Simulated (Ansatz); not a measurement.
# HF/3-21G run of BGeH3Cl2 (SMILES Cl[B](Cl)[GeH3])

Aim: the electronic atomisation energy of BGeH3Cl2 at HF/3-21G, from 5 runs. 

The calculation is run with Ansatz 0.2.0.

72 further runs of the same task are left out: 72 set aside as unsound or not needed.

## (1) The structure to begin with

The species is BGeH3Cl2 (7 atoms), meant as a singlet with charge 0. SMILES: `Cl[B](Cl)[GeH3]`. Geometry: relaxed at PBE0-D4/def2-TZVP.

Bond lengths: Cl1–B2 1.741 Å, B2–Cl3 1.743 Å, B2–Ge4 2.068 Å, Ge4–H5 1.538 Å, Ge4–H6 1.538 Å, Ge4–H7 1.535 Å. Angles: Cl1–B2–Cl3 118.5°, Cl1–B2–Ge4 121.7°, Cl3–B2–Ge4 119.8°, B2–Ge4–H5 109.4°, B2–Ge4–H6 109.3°, B2–Ge4–H7 111.8°, H5–Ge4–H6 107.9°, H5–Ge4–H7 109.2°, H6–Ge4–H7 109.2°.

## (2) A single-point energy at HF/3-21G

The input, in.yaml:

```yaml
crystal:
  periodic: [false, false, false]
  atoms:
    - {symbol: Cl, position_ang: [1.749500, -1.428200, 1.208700]}
    - {symbol: B, position_ang: [0.206400, -1.021900, 0.511500]}
    - {symbol: Cl, position_ang: [-1.082400, -2.191800, 0.604700]}
    - {symbol: Ge, position_ang: [-0.123100, 0.798500, -0.412200]}
    - {symbol: H, position_ang: [-0.556200, 0.560600, -1.868300]}
    - {symbol: H, position_ang: [-1.266100, 1.534300, 0.306700]}
    - {symbol: H, position_ang: [1.133300, 1.680500, -0.396700]}
basis:
  gaussian:
    orbitals: 3-21G-spherical.json
magnetization:
  spin_polarized: false
hamiltonian:
  xc: hf
accuracy: high
output: {orbitals: {seedname: orbitals}}
```

The basis set 3-21G is read from a file made from the Basis Set Exchange's data (not shown).

Launch:

```console
$ ansatz run in.yaml --threads 1 --pin off --max-ram 3480MiB --events-out events.jsonl --progress --plain --runs-dir runs
```

Log:

```text
Warning: RAYON_NUM_THREADS=1 ignored (pool sized by the plan → 1); use --threads N
Functional definition: HF
  name "HF"
  exchange = exact_x
  correlation = 0
1286 factors; integrals over basis functions are off by at most 6.2e-9 eV
mean field evaluation 1: about -81802.8307 eV, gradient 1.8e1 eV
mean field evaluation 2: about -81803.0391 eV, gradient 1.9e1 eV
mean field evaluation 4: about -81804.4733 eV, gradient 1.7e0 eV
mean field evaluation 8: about -81804.4958 eV, gradient 4.4e-4 eV
mean field -81804.49579035 eV, -3006.2597712166 hartree, gradient 3.0e-8 eV, S^2 0.000000; 0 other end points of the search recorded, 0 dependent functions left out
reference -81804.49579035 eV, -3006.2597712166 hartree; 37, 37 occupied and 26, 26 virtual orbitals, 1286 factors
Total energy: -81804.49579035 eV, -3006.2597712166 hartree
```

It took 1.3 s on 1 thread of Arm Neoverse V1, shared host; peak memory 0.16 GiB.

## (3) The B atom, same level

The input, input.yaml:

```yaml
crystal:
  periodic: [false, false, false]
  atoms:
    - {symbol: B, position_ang: [0.000000, 0.000000, 0.000000]}
basis:
  gaussian: {orbitals: 3-21G.json}
magnetization: {spin_polarized: true, initial_magnetization: 1}
hamiltonian: {xc: hf}
accuracy: high
```

The basis set 3-21G is read from a file made from the Basis Set Exchange's data (not shown).

Launch:

```console
$ ansatz run input.yaml --threads 1 --pin off --max-ram 3480MiB --events-out events.jsonl --progress --plain --runs-dir runs
```

Log:

```text
Warning: RAYON_NUM_THREADS=1 ignored (pool sized by the plan → 1); use --threads N
Functional definition: HF
  name "HF"
  exchange = exact_x
  correlation = 0
42 factors; integrals over basis functions are off by at most 2.1e-9 eV
mean field evaluation 1: about -663.4978 eV, gradient 3.5e0 eV
mean field evaluation 2: about -663.4979 eV, gradient 3.5e0 eV
mean field evaluation 4: about -663.6787 eV, gradient 2.3e-1 eV
mean field evaluation 8: about -663.6792 eV, gradient 1.1e-4 eV
mean field evaluation 16: about -663.4788 eV, gradient 1.4e0 eV
mean field evaluation 32: about -663.6792 eV, gradient 7.4e-3 eV
mean field -663.67922630 eV, -24.3897617087 hartree, gradient 3.1e-9 eV, S^2 0.750312; 1 other end points of the search recorded, 0 dependent functions left out
reference -663.67922630 eV, -24.3897617087 hartree; 3, 2 occupied and 6, 7 virtual orbitals, 42 factors
Total energy: -663.67922630 eV, -24.3897617087 hartree
```

It took 0.04 s on 1 thread of Arm Neoverse V1, shared host.

## (4) The Cl atom, same level

The input, input.yaml:

```yaml
crystal:
  periodic: [false, false, false]
  atoms:
    - {symbol: Cl, position_ang: [0.000000, 0.000000, 0.000000]}
basis:
  gaussian:
    orbitals: 3-21G.json
accuracy: high
magnetization:
  spin_polarized: true
  initial_magnetization: 1
hamiltonian:
  xc: hf
```

The basis set 3-21G is read from a file made from the Basis Set Exchange's data (not shown).

Run the same way, it converges to -457.27655 Eh (log not shown).

## (5) The Ge atom, same level

The input, input.yaml:

```yaml
crystal:
  periodic: [false, false, false]
  atoms:
    - symbol: Ge
      position_ang: [0.000000, 0.000000, 0.000000]
basis:
  gaussian:
    orbitals: 3-21G-spherical.json
accuracy: high
magnetization:
  spin_polarized: true
  initial_magnetization: 2
hamiltonian:
  xc: hf
```

The basis set 3-21G is read from a file made from the Basis Set Exchange's data (not shown).

Run the same way, it converges to -2065.29167 Eh (log not shown).

## (6) The H atom

The input, in.yaml:

```yaml
basis:
  gaussian:
    orbitals: 3-21G.json
crystal:
  periodic: [false, false, false]
  atoms:
    - {symbol: H, position_ang: [0.000000, 0.000000, 0.000000]}
hamiltonian:
  xc: hf
total_charge: 0
accuracy: high
magnetization:
  spin_polarized: true
  initial_magnetization: 1
```

The basis set 3-21G is read from a file made from the Basis Set Exchange's data (not shown).

Run the same way, it converges to -0.49620 Eh (log not shown).

## (7) Summary of results

At HF/3-21G:

```
                     quantity           value
       molecule: total energy  -3006.25977 Eh
        molecule: HOMO energy       -11.40 eV
        molecule: LUMO energy         1.17 eV
      molecule: HOMO–LUMO gap        12.57 eV
         B atom: total energy    -24.38976 Eh
                 B atom: ⟨S²⟩           0.750
        Cl atom: total energy   -457.27655 Eh
                Cl atom: ⟨S²⟩           0.750
        Ge atom: total energy  -2065.29167 Eh
                Ge atom: ⟨S²⟩           2.000
         H atom: total energy     -0.49620 Eh
                 H atom: ⟨S²⟩           0.750
electronic atomisation energy       14.603 eV
```

In words: Taking the molecule apart into free atoms costs 14.60 eV (1409 kJ/mol), before zero-point energy and without spin-orbit coupling. Hartree–Fock lacks the correlation of the bonding pairs, which as a rule makes this value much too low; in minimal bases other errors can mask that. The basis has no polarisation functions, which makes bonds too weak.
